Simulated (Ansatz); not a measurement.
# HfB3N: the cost of one run

Program: Ansatz 0.2.0. Level of theory: DFT PBE, scalar-relativistic, plane waves, PAW. These are calculated values, not measurements.

1 further run of the same task is left out (set aside as unsound or not needed).

### 1 The starting structure

It takes space group P6/mmm (No. 191, hexagonal). Conventional cell: a = 3.706 Å, b = 3.706 Å, c = 4.254 Å, α = 90.00°, β = 90.00°, γ = 120.00°. Hf (site symmetry 6/mmm) has 2 N at 2.13 Å as nearest neighbours. B (site symmetry mmm) has 4 B at 1.85 Å and 2 N at 1.85 Å as nearest neighbours. N (site symmetry 6/mmm) has 6 B at 1.85 Å and 2 Hf at 2.13 Å as nearest neighbours.

Coordinates:

```cif
data_structure
_symmetry_space_group_name_H-M 'P 1'
_symmetry_Int_Tables_number 1
_cell_length_a 3.7061
_cell_length_b 3.7061
_cell_length_c 4.2545
_cell_angle_alpha 90.000
_cell_angle_beta 90.000
_cell_angle_gamma 120.000
_cell_volume 50.61
loop_
_atom_site_label
_atom_site_type_symbol
_atom_site_fract_x
_atom_site_fract_y
_atom_site_fract_z
_atom_site_occupancy
Hf1 Hf 0.00000 0.00000 0.50000 1
B1 B 0.50000 0.00000 0.00000 1
B2 B 0.00000 0.50000 0.00000 1
B3 B 0.50000 0.50000 0.00000 1
N1 N 0.00000 0.00000 0.00000 1
```

It is the end of an earlier relaxation with the same method, from a generated guess; it is a trial structure. At a tolerance of 0.05 Å it has space group P6/mmm (No. 191); it has 10.12 Å³/atom, an uncorrected energy of +1.01 eV/atom over the elements.

### 2 Electronic structure at the relaxed geometry

input.yaml

```yaml
crystal:
  lattice:
    - [3.7061489547, 0.0, 0.0]
    - [-1.8530744774, 3.2096191449, 0.0]
    - [0.0, 0.0, 4.2544647066]
  atoms:
    - { symbol: Hf, position: [0.0, 0.0, 0.5] }
    - { symbol: B, position: [0.5, 0.0, 0.0] }
    - { symbol: B, position: [0.0, 0.5, 0.0] }
    - { symbol: B, position: [0.5, 0.5, 0.0] }
    - { symbol: "N", position: [0.0, 0.0, 0.0] }
basis:
  ecutwfc: 420
kpoints:
  mp_grid: { grid: [12, 12, 10] }
  band_path:
    path:
      - [[0.0, 0.0, 0.0], [0.5, 0.0, 0.0], [0.33333333, 0.33333333, 0.0], [0.0, 0.0, 0.0], [0.0, 0.0, 0.5], [0.5, 0.0, 0.5], [0.33333333, 0.33333333, 0.5], [0.0, 0.0, 0.5]]
      - [[0.5, 0.0, 0.5], [0.5, 0.0, 0.0]]
      - [[0.33333333, 0.33333333, 0.5], [0.33333333, 0.33333333, 0.0]]
    npoints: 14
hamiltonian:
  xc: pbe
scf:
  occupations: { method: gaussian, width: 0.1 }
  n_extra_bands: 12
output:
  forces: true
  stress: true
  eigenvalues: true
  populations: true
  dos: { projected: true, de: 0.02, nscf_kmesh: { grid: [15, 15, 12] } }
  bader: true
  write_density: true
  write_potential: true
  elf: true
  volumetric_format: npy
```

Launch:

```
ansatz run input.yaml --threads 1 --pin off --max-ram 2560MiB --backend cpu --events-out ev --progress --plain --runs-dir out
```

**Question.** How long does this run take on 1 thread of Arm Neoverse N1, shared host, and how much memory does it need?

About 92 s, with a peak of 0.45 GiB.
